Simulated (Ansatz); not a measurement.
# CoNiC6N6: the cost of one run

Program: Ansatz 0.2.0. Level of theory: DFT PBE, scalar-relativistic, plane waves, PAW. These are calculated values, not measurements.

## Step 1: Starting point

Symmetry: Fm-3m, No. 225, cubic system. The conventional cell has a = 10.189 Å, b = 10.189 Å, c = 10.189 Å, α = 90.00°, β = 90.00°, γ = 90.00°. Co (site symmetry m-3m) has 6 C at 1.92 Å in its first shell of neighbours. Ni (site symmetry m-3m) is surrounded by 6 N at 2.01 Å. C (site symmetry 4mm) has 1 N at 1.17 Å and 1 Co at 1.92 Å in its first shell of neighbours. Around N (site symmetry 4mm) lie 1 C at 1.17 Å and 1 Ni at 2.01 Å.

As a file:

```xyz
14
Lattice="0.0000 5.0945 5.0945 5.0945 0.0000 5.0945 5.0945 5.0945 0.0000" Properties=species:S:1:pos:R:3 pbc="T T T"
Co    0.0000    0.0000    0.0000
Ni    5.0945    5.0945    5.0945
C     1.9170    5.0945    5.0945
C     5.0945    1.9170    5.0945
C     5.0945    5.0945    1.9170
C     8.2720    5.0945    5.0945
C     5.0945    8.2720    5.0945
C     5.0945    5.0945    8.2720
N     3.0870    5.0945    5.0945
N     5.0945    3.0870    5.0945
N     5.0945    5.0945    3.0870
N     7.1020    5.0945    5.0945
N     5.0945    7.1020    5.0945
N     5.0945    5.0945    7.1020
```

The cell is invented: cyanide-bridged rock-salt net of two metals, 0 guest cations a cell (Fm-3m, No. 225). Lengths come from tabulated atomic sizes and are only a guess.

## Step 2: Probe: one point on a coarse mesh

input.yaml

```yaml
crystal:
  lattice:
    - [0.0, 5.0945, 5.0945]
    - [5.0945, 0.0, 5.0945]
    - [5.0945, 5.0945, 0.0]
  atoms:
    - { symbol: Co, position: [0.0, 0.0, 0.0], spin: 3.0 }
    - { symbol: Ni, position: [0.5, 0.5, 0.5], spin: 2.0 }
    - { symbol: C, position: [0.81185592, 0.18814408, 0.18814408] }
    - { symbol: C, position: [0.18814408, 0.81185592, 0.18814408] }
    - { symbol: C, position: [0.18814408, 0.18814408, 0.81185592] }
    - { symbol: C, position: [0.18814408, 0.81185592, 0.81185592] }
    - { symbol: C, position: [0.81185592, 0.18814408, 0.81185592] }
    - { symbol: C, position: [0.81185592, 0.81185592, 0.18814408] }
    - { symbol: "N", position: [0.6970262, 0.3029738, 0.3029738] }
    - { symbol: "N", position: [0.3029738, 0.6970262, 0.3029738] }
    - { symbol: "N", position: [0.3029738, 0.3029738, 0.6970262] }
    - { symbol: "N", position: [0.3029738, 0.6970262, 0.6970262] }
    - { symbol: "N", position: [0.6970262, 0.3029738, 0.6970262] }
    - { symbol: "N", position: [0.6970262, 0.6970262, 0.3029738] }
basis:
  ecutwfc: 420
kpoints:
  mp_grid: { grid: [4, 4, 4] }
hamiltonian:
  xc: pbe
scf:
  occupations: { method: gaussian, width: 0.1 }
  lower_state_search: "off"
output:
  forces: true
  stress: true
  eigenvalues: true
  populations: true
magnetization:
  spin_polarized: true
```

Command:

```sh
$ ansatz run input.yaml --threads 1 --pin off --max-ram 2560MiB --backend cpu --events-out ev --progress --plain --runs-dir out
```

Q: Estimate wall time and peak memory on 1 thread of AMD EPYC 9R45 (Zen 5), shared host.

About 13 s, with a peak of 0.74 GiB.
